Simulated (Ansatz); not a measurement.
# C₂H₁₀AlGaSi: basis-set convergence

Aim: see how fast density functionals converge with the basis set for C₂H₁₀AlGaSi.

Method: one geometry, several basis sets; program: Ansatz 0.2.0, Gaussian basis.

Plan: PBE0-D4/def2-SVP; ωB97M-V/def2-SVP; PBE0-D4/def2-QZVPP; ωB97M-V/def2-QZVPP; the functionals' def2-TZVPP values are taken from earlier runs.

### Step 1. The relaxed structure

All runs share one geometry, relaxed beforehand with PBE0-D4 in a triple-zeta def2 set.

SMILES `[CH3][Ga]([CH3])[SiH2][AlH2]`, 15 atoms, charge 0, spin multiplicity 1.

Atoms are counted from 1 here; the program's logs count them from 0.

Bond lengths: C1–Ga2 1.975 Å, C1–H6 1.092 Å, C1–H7 1.091 Å, C1–H8 1.095 Å, Ga2–C3 1.975 Å, Ga2–Si4 2.420 Å, C3–H9 1.091 Å, C3–H10 1.093 Å, C3–H11 1.095 Å, Si4–Al5 2.435 Å, Si4–H12 1.495 Å, Si4–H13 1.495 Å, Al5–H14 1.591 Å, Al5–H15 1.591 Å. Angles: Ga2–C1–H6 111.8°, Ga2–C1–H7 111.8°, Ga2–C1–H8 108.9°, H6–C1–H7 109.2°, H6–C1–H8 107.7°, H7–C1–H8 107.2°, C1–Ga2–C3 120.3°, C1–Ga2–Si4 119.6°, C3–Ga2–Si4 120.1°, Ga2–C3–H9 112.6°, Ga2–C3–H10 111.2°, Ga2–C3–H11 108.7°, H9–C3–H10 109.3°, H9–C3–H11 107.6°, H10–C3–H11 107.3°, Ga2–Si4–Al5 110.4°, Ga2–Si4–H12 109.6°, Ga2–Si4–H13 109.8° and more.

### Step 2. PBE0-D4 in def2-SVP

The input, in.yaml:

```yaml
crystal:
  periodic: [false, false, false]
  atoms:
    - {symbol: C, position_ang: [-1.546072, -0.483822, 1.750282]}
    - {symbol: Ga, position_ang: [0.128940, -0.330442, 0.715375]}
    - {symbol: C, position_ang: [1.418971, -1.824982, 0.679912]}
    - {symbol: Si, position_ang: [0.552858, 1.667895, -0.581361]}
    - {symbol: Al, position_ang: [-0.412832, 1.454678, -2.807037]}
    - {symbol: H, position_ang: [-1.472005, -1.240959, 2.533305]}
    - {symbol: H, position_ang: [-1.835271, 0.468745, 2.197608]}
    - {symbol: H, position_ang: [-2.354434, -0.781814, 1.073730]}
    - {symbol: H, position_ang: [2.059739, -1.804735, -0.202525]}
    - {symbol: H, position_ang: [0.908402, -2.789524, 0.732755]}
    - {symbol: H, position_ang: [2.065999, -1.750546, 1.560445]}
    - {symbol: H, position_ang: [2.026675, 1.891692, -0.691376]}
    - {symbol: H, position_ang: [-0.035342, 2.854505, 0.111607]}
    - {symbol: H, position_ang: [-1.922619, 1.875006, -3.079943]}
    - {symbol: H, position_ang: [0.416980, 0.794323, -3.992776]}
basis:
  gaussian: {orbitals: def2-SVP}
hamiltonian: {xc: pbe0, dispersion: d4}
output: {orbitals: {seedname: orbitals}}
```

After this run come: ωB97M-V in def2-SVP; PBE0-D4 in def2-QZVPP; ωB97M-V in def2-QZVPP.

Q: Predict the results of all the runs planned. Wanted: PBE0-D4: double and triple zeta above quadruple; ωB97M-V: double and triple zeta above quadruple.

The runs gave:

| quantity | value |
| --- | --- |
| PBE0-D4: double and triple zeta above quadruple | 15.98, 1.77 eV |
| ωB97M-V: double and triple zeta above quadruple | 16.11, 1.72 eV |

**Reading.** For PBE0-D4 the step from double to triple zeta gains 14.21 eV and the next only 1.77 eV. Total energies overstate the basis error of differences, where much of it tends to cancel.
